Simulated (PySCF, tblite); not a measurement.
# C₇H₁₃P: geometry, infrared bands and NMR shifts

Wanted: the infrared bands and NMR shifts of C₇H₁₃P (`C#CCP(C)CCC`), by calculation.

Computed with tblite 0.8.0 and PySCF 2.14.0, with density-fitted response routines of our own, on a single molecule in the gas phase. Atoms count from 0, in the outputs and in this text.

## Step 1: The starting structure

21 atoms, charge 0, multiplicity 1; geometry from: force field or distance geometry start.

Bonds of the start (Å): C0–C1 1.19, C1–C2 1.49, C2–P3 1.85, P3–C4 1.83, P3–C5 1.85, C5–C6 1.53, C6–C7 1.53, C0–H8 1.07, C2–H9 1.09, C2–H10 1.09, C4–H11 1.09, C4–H12 1.09, C4–H13 1.09, C5–H14 1.10, C5–H15 1.10, C6–H16 1.10, C6–H17 1.10, C7–H18 1.10, C7–H19 1.09, C7–H20 1.09.

## Step 2: Relaxing the molecule with GFN2-xTB

Job settings and geometry (Å):

```
{"job": {"kind": "relax", "xc": "GFN2-xTB", "basis": "xTB"}, "charge": 0, "multiplicity": 1}
C     -4.394800    -0.636900    -0.209000
C     -3.269700    -0.749200     0.146400
C     -1.870000    -0.910300     0.616400
P     -0.742900    -0.222500    -0.679800
C     -1.008800     1.568500    -0.416800
C      0.864000    -0.454300     0.207300
C      2.052800     0.069000    -0.608700
C      3.374700    -0.167600     0.124300
H     -5.405600    -0.531500    -0.538100
H     -1.660500    -1.968600     0.773300
H     -1.736600    -0.398200     1.569100
H     -0.896800     1.853800     0.627000
H     -0.296000     2.149100    -1.004900
H     -2.007300     1.859000    -0.751500
H      0.831100     0.055100     1.186500
H      1.001900    -1.523300     0.413800
H      1.947000     1.143300    -0.794200
H      2.088800    -0.436500    -1.582300
H      3.531900    -1.237300     0.301000
H      3.387400     0.342900     1.092900
H      4.200600     0.212400    -0.473100
```

Started as:

```sh
OMP_NUM_THREADS=1 python probes_run.py task.json out
```

One launch serves the whole session: the jobs run in the order shown.

**Question.** This job is followed by: GFN2-xTB harmonic vibrations, gas phase; GIAO PBE0/pcSseg-1 NMR shielding, non-relativistic, gas phase. What will the session give for the following? strongest single infrared mode (GFN2-xTB); zero-point energy (GFN2-xTB); ¹³C shifts against TMS (PBE0/pcSseg-1); ¹H shifts against TMS (PBE0/pcSseg-1, means over atoms taken as alike); ³¹P shifts against H3PO4 (PBE0/pcSseg-1).

As calculated:

```
                                                              quantity                                         value
                             strongest single infrared mode (GFN2-xTB)                          3024 cm⁻¹, 52 km/mol
                                          zero-point energy (GFN2-xTB)                                110.4 kcal/mol
                                ¹³C shifts against TMS (PBE0/pcSseg-1)  85.6, 75.6, 41.9, 23.9, 23.8, 19.3, 16.1 ppm
¹H shifts against TMS (PBE0/pcSseg-1, means over atoms taken as alike)        2.25, 1.41, 1.35, 1.21, 1.15, 1.10 ppm
                              ³¹P shifts against H3PO4 (PBE0/pcSseg-1)                                     -52.5 ppm
```

Over 82 steps the energy fell by 0.094 eV; of the close pairs, C1–C2 changed most, 1.485 to 1.442 Å. All 57 modes are real, so the xTB geometry is a minimum. The strongest single mode, at 3024 cm⁻¹, moves mainly H19. Unscaled tight-binding wavenumbers are off by several per cent, some by more. Its intensities can rank the bands wrongly. At PBE0/pcSseg-1: Shielding is most anisotropic at C1 (span 295 ppm, paramagnetic term -156 ppm).
